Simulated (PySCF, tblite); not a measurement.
# C3H2F3O radical: geometry, infrared bands and EPR parameters

Aim: predict the infrared bands and EPR parameters of C3H2F3O radical (`F[C]1O[C@@H]1C(F)F`).

The runs use tblite 0.8.0 and PySCF 2.14.0, with density-fitted response routines of our own; the level of theory stands in each step. All values are computed, except where a source is named. Atoms count from 0, in the outputs and in this text.

**1. The starting structure**

9 atoms, charge 0, multiplicity 2; geometry from: force field or distance geometry start.

Bonds of the start (Å): F0–C1 1.36, C1–O2 1.41, O2–C3 1.39, C3–C4 1.51, C4–F5 1.37, C4–F6 1.38, C3–C1 1.49, C3–H7 1.11, C4–H8 1.12.

**2. Relaxing the molecule with GFN2-xTB**

The job: settings as JSON, then the geometry in Å.

```
{"job": {"kind": "relax", "xc": "GFN2-xTB", "basis": "xTB"}, "charge": 0, "multiplicity": 2}
F     -1.529100     1.547600    -0.026500
C     -1.622800     0.222600    -0.325900
O     -1.313300    -0.655900     0.738400
C     -0.342600    -0.543600    -0.256700
C      0.958500     0.108400     0.154400
F      1.955900    -0.836600     0.120300
F      1.218600     1.098400    -0.766900
H     -0.218600    -1.468300    -0.851700
H      0.906800     0.533500     1.189400
```

The run is started by

```bash
$ OMP_NUM_THREADS=1 python probes_run.py task.json out
```

The driver reads the jobs from task.json and runs them one after another.

**Question.** This job is followed by: GFN2-xTB harmonic vibrations, gas phase; UKS B3LYP, pcH-1 on C F H O, non-relativistic, mean-field spin-orbit, GIAO. Predict these results of the whole session: strongest single infrared mode (GFN2-xTB); zero-point energy (GFN2-xTB); g(iso) (B3LYP); ⟨S²⟩; largest a(iso); potential on the surface of density 0.002 e/bohr³, 1st and 99th percentile.

The runs gave:

| quantity | value |
| --- | --- |
| strongest single infrared mode (GFN2-xTB) | 1044 cm⁻¹, 152 km/mol |
| zero-point energy (GFN2-xTB) | 30.2 kcal/mol |
| g(iso) (B3LYP) | 2.00354 |
| ⟨S²⟩ | 0.752 (exact 0.75) |
| largest a(iso) | 13C on C1, 673.4 MHz |
| potential on the surface of density 0.002 e/bohr³, 1st and 99th percentile | -0.66 V and 1.49 V |

The optimisation took 48 steps and gained 0.323 eV; among the close pairs (by a distance rule), C1–O2 changed most, from 1.414 to 1.345 Å. No mode is imaginary among the 21: a minimum at this level. The strongest single mode, at 1044 cm⁻¹, moves mainly C4 and F5. Unscaled tight-binding wavenumbers are off by several per cent, some by more. Its intensities can rank the bands wrongly. C1 carries the largest spin population, 0.79 e. The isotropic g lies 1.2 ppt above the free-electron value. These values are for one conformer; the search (at its own cheap level) found 2 more, at 0.00, 2.50 kcal/mol (those within 0.05 may be mirror or relabelled copies), and measured spectra average over such forms.
